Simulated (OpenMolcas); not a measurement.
# Cr³⁺ among point charges: CASSCF and CASPT2 levels and susceptibility

Aim: the splitting of the states of Cr³⁺ in the field of 4 point charges, its lowest levels with spin-orbit coupling and its magnetic susceptibility.

Program: OpenMolcas 26.06. Level of theory: state-averaged CASSCF and CASPT2, spin-orbit coupling by RASSI with atomic mean-field integrals. These are calculated values, not measurements, unless marked.

## (1) What is computed

| Property | Result |
| --- | --- |
| Species | Cr³⁺ (chromium, Z = 24, 21 electrons) |
| Basis | ANO-RCC-VDZP [5s4p2d1f], 34 functions |
| Scalar Hamiltonian | DKH2, point nucleus |
| Inactive shells | 1s 2s 2p 3s 3p |
| Active space | 3 electrons in 5 orbitals (3d) |
| Some configurations of this space | 3d3 |
| Orbitals | optimised for each spin and parity, averaged over all roots |

Outer shells as boxes (Hund's rule):

3d3
```
3d [↑ ][↑ ][↑ ][  ][  ]
```

The ion sits among 4 point charges of -2.5 e arranged as a tetrahedron (Td), 1.81 Å from the ion.

Each step is its own input file, run in one work folder so that later steps find the files of earlier ones. Labels, J, g values, rates, χT and fits are worked out afterwards by a script from the matrices that RASSI stores.

## (2) Basis and integrals

File a.inp:

```
&GATEWAY
Coord
1

Cr 0.0 0.0 0.0
Basis=ANO-RCC-VDZP
Group=NoSym
NoMove
AngMom=0.0 0.0 0.0
AMFI
XField
4 Angstrom 0
1.045004 1.045004 1.045004 -2.500000
1.045004 -1.045004 -1.045004 -2.500000
-1.045004 1.045004 -1.045004 -2.500000
-1.045004 -1.045004 1.045004 -2.500000
&SEWARD
```

Run with:

```bash
$ OMP_NUM_THREADS=1 MOLCAS_MEM=1689 MOLCAS_PROJECT=a pymolcas a.inp > a.log
```

## (3) Reference wave functions, quartets, 10 roots

File a.inp:

```
&RASSCF
FileOrb=start.orb
Symmetry=1
Spin=4
nActEl=3 0 0
Inactive=9
Ras2=5
CIRoot=10 10 1
SDav=10
CIMx=300
Iter=120 100
PrWF=0.3
OrbListing=Nothing
MaxOrb=0
>>> COPY $Project.JobIph JOB001
```

start.orb holds the contracted functions of the basis, ordered by shell, or the orbitals of the step before.

## (4) CASSCF: doublets, 40 roots

File a.inp:

```
&RASSCF
FileOrb=start.orb
Symmetry=1
Spin=2
nActEl=3 0 0
Inactive=9
Ras2=5
CIRoot=40 40 1
SDav=40
CIMx=300
Iter=120 100
PrWF=0.3
OrbListing=Nothing
MaxOrb=0
>>> COPY $Project.JobIph JOB002
```

## (5) RASSI: spin-orbit coupling between the states

File a.inp:

```
&RASSI
NrOfJobIphs=2 10 40
1 2 3 4 5 6 7 8 9 10
1 2 3 4 5 6 7 8 9 10 11 12 13 14 15 16 17 18 19 20 21 22 23 24 25 26 27
28 29 30 31 32 33 34 35 36 37 38 39 40
IphNames
JOB001
JOB002
EJob
SpinOrbit
DIPRint=1.0
SOCoupling=1000.0
Subsets=2
Property=9
'ANGMOM' 1 'ANGMOM' 2 'ANGMOM' 3 'MLTPL  1' 1 'MLTPL  1' 2 'MLTPL  1' 3
'AMFI' 1 'AMFI' 2 'AMFI' 3
SOProperty=3
'ANGMOM' 1 'ANGMOM' 2 'ANGMOM' 3
```

## (6) CASPT2: IPEA 0.25, imaginary shift 0.1 (closed shells correlated: 3s 3p)

File a.inp:

```
>>> COPY JOB001 $Project.JobIph
&CASPT2
Multistate=10 1 2 3 4 5 6 7 8 9 10
NoMult
Frozen=5
IPEA=0.25
Imaginary=0.1
MaxIter=60
WThr=0.0 0.3 0.05
PrWF=0.5
NoMix
>>> COPY JOB002 $Project.JobIph
&CASPT2
Multistate=40 1 2 3 4 5 6 7 8 9 10 11 12 13 14 15 16 17 18 19 20 21 22
23 24 25 26 27 28 29 30 31 32 33 34 35 36 37 38 39 40
NoMult
Frozen=5
IPEA=0.25
Imaginary=0.1
MaxIter=60
WThr=0.0 0.3 0.05
PrWF=0.5
NoMix
```

(Steps that only read results are left out.)

Before running it: what results should come out? Wanted: spin-free ground state; first state of the same spin within the active space; lowest level; next level.

**Answer**, as computed:

```
                                            quantity                                                                        value
                                              method  SS-CASPT2, IPEA 0.25, imaginary shift 0.1 (closed shells correlated: 3s 3p)
                              spin-free ground state                                              4T1, 3-fold in its orbital part
first state of the same spin within the active space                                                             4T2 at 2160 cm⁻¹
                                        lowest level                                                                    4-fold Γ8
                                          next level                                                                    58.7 cm⁻¹
                                         χT at 300 K                                                               1.23 cm³ K/mol
                           effective moment at 300 K                                                                      3.14 μB
```

Cost by method:

| method | time of its own steps | time with the reference |
| --- | --- | --- |
| A. CASSCF | 8.7 s | 8.7 s |
| B. SS-CASPT2, IPEA 0.25, imaginary shift 0.1, +3s 3p | 3.9 s | 13 s |

Times are of one thread on a shared host.

In words: The spin-free ground state (4T1) comes to 100 % from free-ion F terms and keeps the highest spin of the shell. χT at 300 K is 1.23, against 1.88 cm³ K/mol for the spin alone, so spin-orbit coupling lowers it. A ligand-field fit to the states below 45000 cm-1 gives 10Dq = -2524 cm-1, B = 954 cm-1 and C = 3601 cm-1 (C/B = 3.78), with a deviation of 424 cm-1. CASPT2 does not keep the components of a term degenerate, and the means are used. The field of point charges can differ much from that of real complexes. This is an electrostatic model: the charges have no orbitals.
